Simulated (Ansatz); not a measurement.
This was printed by a script on Ansatz 0.2.0, Python API, for a convergence test of the k-point mesh of In, space group P6_3/mmc. What did the script look like? Level of theory (first run): mr2scan, PAW, the default cutoff (500 eV here), 3×3×2 k-points, Fermi-Dirac smearing of 0.02 eV. The script varies mesh: (3, 3, 2), (4, 4, 2), (5, 5, 3), (6, 6, 4), (8, 8, 4), (10, 10, 5).

```
In
1.0
     3.33548    0.00000    0.00000
    -1.66774    2.88861    0.00000
     0.00000    0.00000    5.50914
In
2
Direct
  0.33333 0.66667 0.25000
  0.66667 0.33333 0.75000
```

```console
$ python kconv.py
DeckWarning: basis.ecutwfc = 500 eV, auto-derived from the records' recommended cutoffs: set by In (their level for a meta-GGA)
DeckWarning: scf.convergence.dr2_threshold = 1e-5 eV is looser than this run's default, which is 1e-7 eV or tighter. The error in the forces grows as the threshold's square root, so leave the key out unless less accurate forces are enough
DeckWarning: output.stress: scf.convergence.dr2_threshold = 1e-5 eV is looser than the 2e-10 eV advised for a printed stress (1e-10 eV for each atom of the cell: 2). What an SCF threshold leaves in a stress goes as its square root, and in the free energy as [...]
        mesh   F/atom (eV)    iterations       P (GPa)  max force (eV/A)      k-points
   (3, 3, 2)   -5611.60167             6        -0.094            0.0000             6
   (4, 4, 2)   -5611.61078             6         0.947            0.0000             8
   (5, 5, 3)   -5611.82026             6        -0.491            0.0000            10
   (6, 6, 4)   -5611.82471             6        -0.509            0.0000            21
   (8, 8, 4)   -5611.75956             6        -0.179            0.0000            30
 (10, 10, 5)   -5611.80529             6        -0.316            0.0000            42
(3, 3, 2): +203.62 meV/atom
(4, 4, 2): +194.51 meV/atom
(5, 5, 3): -14.97 meV/atom
(6, 6, 4): -19.41 meV/atom
(8, 8, 4): +45.73 meV/atom
```
(Warnings from the package without file and line, shortened.)

The script that was run (others could print the same):

The script, `kconv.py`:
```python
"""k-point test for In."""

import ansatz as az
from pymatgen.core import Lattice, Structure
from pymatgen.io.ase import AseAtomsAdaptor


def main() -> None:
    pmg_structure = Structure(
        Lattice([(3.335485, 0.0, 0.0), (-1.667742, 2.888615, 0.0), (0.0, 0.0, 5.509143)]),
        ["In", "In"],
        [
            (1 / 3, 2 / 3, 0.25),
            (2 / 3, 1 / 3, 0.75),
        ],
    )
    xtal = az.Crystal.from_ase(AseAtomsAdaptor.get_atoms(pmg_structure))

    calculation = (
        xtal.calculation()
        .functional("mr2scan")
        .occupations("Fermi-Dirac", width=0.02)
        .scf(tolerance=1e-05)
        .accuracy("low")
        .forces()
        .stress()
    )

    rows = []
    for value in [(3, 3, 2), (4, 4, 2), (5, 5, 3), (6, 6, 4), (8, 8, 4), (10, 10, 5)]:
        report = calculation.kpoints(mesh=value).run().report
        rows.append((value, report["free_energy_ev"] / len(report["lattice"]["sites"]), report["n_iterations"], sum(report["stress_gpa"][i][i] for i in range(3)) / 3, max(abs(f) for row in report["forces_ev_ang"] for f in row), report["n_kpoints"]))

    print("        mesh   F/atom (eV)    iterations       P (GPa)  max force (eV/A)      k-points")
    for row in rows:
        print(f"{str(row[0]):>12s}  {row[1]:12.5f}  {row[2]:12d}  {row[3]:12.3f}  {row[4]:16.4f}  {row[5]:12d}")

    # the last row is the reference
    for row in rows[:-1]:
        shift = 1000 * (row[1] - rows[-1][1])
        print(f"{row[0]}: {shift:+.2f} meV/atom" + ("  (within 1 meV)" if abs(shift) < 1 else ""))


if __name__ == "__main__":
    main()
```

Caveats:
- Forces vanish by symmetry here and test nothing.
- Pressure is positive in compression.
- This isn't the structure that In takes at ambient conditions.
- Shifts are counted from the finest mesh, which is itself no proven limit.
- Finished in 9 s on 1 thread of Intel(R) Xeon(R) 6975P-C (Granite Rapids), on a shared host, peak memory 0.54 GiB.

(Lines on the test bed's own set-up are left out of the output.)
